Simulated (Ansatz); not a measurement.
# HfH2: stress in a strained cell

HfH2 is deformed so: equal xx and yy strain of -2 %. What stress and forces result, by LAPW, PAW and all-electron datasets made for the crystal?

Program: Ansatz 0.2.0. Level of theory: DFT LDA, scalar-relativistic. These are calculated values, not measurements.

## 1. The starting structure

Symmetry: I4/mmm, No. 139, tetragonal system. The conventional cell has a = 3.478 Å, b = 3.478 Å, c = 4.361 Å, α = 90.00°, β = 90.00°, γ = 90.00°. Hf (site symmetry 4/mmm) is surrounded by 8 H at 2.05 Å. Around H (site symmetry -4m2) lie 4 Hf at 2.05 Å.

As a file:

```xyz
3
Lattice="-1.7390 1.7390 2.1805 1.7390 -1.7390 2.1805 1.7390 1.7390 -2.1805" Properties=species:S:1:pos:R:3 pbc="T T T"
Hf    0.0000    0.0000    0.0000
H     0.0000    1.7390    1.0902
H     1.7390    0.0000    1.0902
```

Atoms are numbered in the order of the input: Hf1, H2, H3.

## 2. After the deformation

Space group I4/mmm before, I4/mmm after.

## 3. LAPW, all electrons

input.yaml

```yaml
crystal:
  lattice:
    - [-1.70422, 1.70422, 2.1805]
    - [1.70422, -1.70422, 2.1805]
    - [1.70422, 1.70422, -2.1805]
  atoms:
    - { symbol: Hf, position: [0.0, 0.0, 0.0] }
    - { symbol: H, position: [0.75, 0.25, 0.5] }
    - { symbol: H, position: [0.25, 0.75, 0.5] }
kpoints:
  mp_grid: { grid: [12, 12, 12] }
  band_path:
    path:
      - [0.0, 0.0, 0.0]
      - [0.0, 0.0, 0.5]
      - [0.25, 0.25, 0.25]
      - [0.0, 0.5, 0.0]
      - [0.0, 0.0, 0.0]
      - [0.5, 0.5, -0.5]
      - [0.4027141018, 0.5972858982, -0.4027141018]
      - [-0.4027141018, 0.4027141018, 0.4027141018]
      - [0.0, 0.0, 0.0]
    npoints: 5
scf:
  occupations: { method: fermi_dirac, width: 0.03 }
hamiltonian:
  xc: lda
  pseudopotentials: { kind: all_electron, lapw: { basis_error: 0.0005 } }
output:
  forces: true
  stress: true
  eigenvalues: true
```

Started as:

```
$ ansatz run input.yaml --threads 1 --pin off --max-ram 4096MiB --backend cpu --events-out ev --progress --plain --runs-dir out
```

## 4. Frozen-core PAW

input.yaml

```yaml
crystal:
  lattice:
    - [-1.70422, 1.70422, 2.1805]
    - [1.70422, -1.70422, 2.1805]
    - [1.70422, 1.70422, -2.1805]
  atoms:
    - { symbol: Hf, position: [0.0, 0.0, 0.0] }
    - { symbol: H, position: [0.75, 0.25, 0.5] }
    - { symbol: H, position: [0.25, 0.75, 0.5] }
kpoints:
  mp_grid: { grid: [12, 12, 12] }
scf:
  occupations: { method: fermi_dirac, width: 0.03 }
hamiltonian:
  xc: lda
  pseudopotentials: { kind: paw }
output:
  forces: true
  stress: true
  eigenvalues: true
  efg: { contact_densities: true }
```

## 5. All-electron PAW on datasets made for the crystal

Edit input.yaml of step 4 so:

```diff
@@ -15,3 +15,3 @@
   xc: lda
-  pseudopotentials: { kind: paw }
+  pseudopotentials: { kind: all_electron, datasets: crystal }
 output:
```

(Steps that only read results are left out.)

Before running it: what results should come out? Wanted: pressure; largest shear or deviatoric stress.

The runs gave:

| quantity | value |
| --- | --- |
| pressure | LAPW -2.38, PAW -2.42, crystal datasets -2.38 GPa |
| largest shear or deviatoric stress (LAPW) | 1.66 GPa |

The largest part of the stress beyond the pressure is 1.66 GPa in size, in the zz component; the atoms are carried along and not relaxed. No run of the undeformed cell stands beside it, so pressure and stress hold what the given cell had before the change, as far as its symmetry allows. PAW: stress within 0.04 GPa of LAPW. Crystal datasets: stress within 0.01 GPa of LAPW. Spin-orbit coupling is left out, though the cell holds Hf; in elements this heavy it can shift bands and gaps by tenths of an eV.
